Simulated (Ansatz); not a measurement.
# FH5O2Si: the cost of one run

Program: Ansatz 0.2.0. Level of theory: RKS CAM-B3LYP-D4/cc-pVDZ. These are calculated values, not measurements.

## 1. Starting point

Bond lengths: Si1–F2 1.940 Å, Si1–O3 1.680 Å, O3–H4 1.010 Å, Si1–O5 1.679 Å, O5–H6 1.010 Å, Si1–H7 1.459 Å. Angles: F2–Si1–O3 109.4°, F2–Si1–O5 109.5°, F2–Si1–H7 109.5°, O3–Si1–O5 109.5°, O3–Si1–H7 109.5°, O5–Si1–H7 109.5°, Si1–O3–H4 109.5°, Si1–O5–H6 109.5°.

Structure file:

```xyz
9

Si    0.0000    0.0000    0.0000
F     0.0000    0.0000    1.9400
O     1.5842    0.0000   -0.5594
H     1.9006   -0.9521   -0.6761
O    -0.7913    1.3709   -0.5594
H    -1.7491    1.1401   -0.7818
H    -0.6877   -1.1914   -0.4862
H     0.9230    1.3920    0.5550
H     0.6994    1.0547    1.4751
```

## 2. Pulling towards end A

Springs on the bonds that form and break draw the guess towards this end; the thresholds are loose.

Contents of input.yaml:

```yaml
crystal:
  periodic: [false, false, false]
  atoms:
    - { symbol: Si, position_ang: [0.0, 0.0, 0.0] }
    - { symbol: F, position_ang: [0.0, 0.0, 1.94] }
    - { symbol: O, position_ang: [1.5842, 0.0, -0.5594] }
    - { symbol: H, position_ang: [1.9006, -0.9521, -0.6761] }
    - { symbol: O, position_ang: [-0.7913, 1.3709, -0.5594] }
    - { symbol: H, position_ang: [-1.7491, 1.1401, -0.7818] }
    - { symbol: H, position_ang: [-0.6877, -1.1914, -0.4862] }
    - { symbol: H, position_ang: [0.923, 1.392, 0.555] }
    - { symbol: H, position_ang: [0.6994, 1.0547, 1.4751] }
basis:
  gaussian: { orbitals: cc-pVDZ }
hamiltonian:
  xc: cam_b3lyp
  dispersion: d4
relax:
  f_tol: 0.15
  max_steps: 25
  restrain:
    - { distance: [0, 7], at: 2.66, k: 30.0 }
    - { distance: [8, 1], at: 2.12, k: 30.0 }
    - { distance: [0, 1], at: 1.59, k: 30.0 }
    - { distance: [8, 7], at: 0.66, k: 30.0 }
output:
  orbitals: {}
```

Command:

```
$ ansatz run input.yaml --threads 2 --pin off --max-ram 3072MiB --backend cpu --events-out ev --progress --plain --runs-dir out
```

Q: Estimate wall time and peak memory on 2 threads of Arm Neoverse V1, shared host.

About 29 s, with a peak of 0.19 GiB.
